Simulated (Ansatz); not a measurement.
# CHGeN+ (doublet): from Hartree-Fock to the top rungs, cc-pVDZ

An exercise on one series of results from a longer session: the logs are not shown, and one member is left open.

Program: Ansatz 0.2.0, Gaussian basis. Level of theory: cc-pVDZ, core rule «outside noble gas», up to 16 orbitals frozen. These are calculated values, not measurements.

The runs, in order: UHF; CCSD(T) on ROHF; CCSD(T) on UHF; BCCD(T) on ROHF; CISD; CCSDT(Q) on ROHF; CCSDT(Q) on UHF; CASSCF and MRCISD+Q, 9 electrons in 9 orbitals; CASSCF and NEVPT2, 9 electrons in 9 orbitals.

32 further runs of the same task are left out: 2 for a mislabelled method, 16 that didn't finish, 14 set aside as unsound or not needed.

## The system

The geometry is a PBE0/def2-TZVP stationary point (not a proven minimum) of the parent state, kept for this charge and spin. No spin-orbit coupling is included. The filled d shell of Ge may be among the frozen orbitals whatever the setting's name suggests; the logs give the count.

4 atoms, charge 1, spin multiplicity 2.

Atoms are counted from 1 here; the program's logs count them from 0.

Bond lengths: Ge1–C2 1.884 Å, Ge1–H4 1.538 Å, C2–N3 1.158 Å. Angles: C2–Ge1–H4 117.5°, Ge1–C2–N3 176.0°.

Set-up of the first run:

The input, in.yaml:

```yaml
crystal:
  periodic: [false, false, false]
  atoms:
    - {symbol: Ge, position_ang: [0.000000, -0.035871, 0.645964]}
    - {symbol: C, position_ang: [0.000000, 0.061740, -1.235333]}
    - {symbol: N, position_ang: [0.000000, 0.040290, -2.393320]}
    - {symbol: H, position_ang: [0.000000, 1.289585, 1.425554]}
basis:
  gaussian: {orbitals: cc-pVDZ}
total_charge: 1
magnetization: {spin_polarized: true, initial_magnetization: 1}
hamiltonian: {xc: hf}
output: {orbitals: {seedname: orbitals}}
```

Started as:

```sh
> ansatz run in.yaml --threads 1 --pin off --events-out ev --progress --plain --max-ram 2393MiB
```

Steps of the session up to this table: UHF; CCSD(T) on ROHF; CCSD(T) on UHF; BCCD(T) on ROHF; CISD; CCSDT(Q) on ROHF; CCSDT(Q) on UHF; CASSCF and MRCISD+Q, 9 electrons in 9 orbitals; CASSCF and NEVPT2, 9 electrons in 9 orbitals.

One of the session's tables, all rows but one given; the rest of the session is left out.

It belongs to the step «Misses and costs». 

| method | from RCCSDT(Q) (kJ/mol) |
| --- | --- |
| ROHF | +966.3 |
| UHF | +957.5 |
| RMP2 | +92.6 |
| UMP2 | +119.3 |
| CISD | +141.3 |
| RCCSD | +49.6 |
| UCCSD | +49.1 |
| RCCSD(T) | +6.8 |
| UCCSD(T) | +7.3 |
| BCCD(T) | +6.6 |
| RCCSDT | +5.3 |
| UCCSDT | ? |
| RCCSDT(Q) | 0 |
| UCCSDT(Q) | -0.6 |

Q: Estimate the row for UCCSDT from the others.

The run gave: from RCCSDT(Q) (kJ/mol): +4.8. In the column «from RCCSDT(Q) (kJ/mol)» it lies between RCCSDT(Q) (0) and RCCSDT (+5.3).

Left out of the table: CASSCF frontier, NEVPT2 frontier, MRCISD frontier, MRCISD+Q frontier (the active space lost an orbital or holds another state than full CI finds).

To keep in mind: Restricted and unrestricted rows rest on different reference determinants; where their highest levels disagree by more than a few hundredths of an eV, they describe different states and don't form one ladder. Warnings in the runs' records: passed over end.
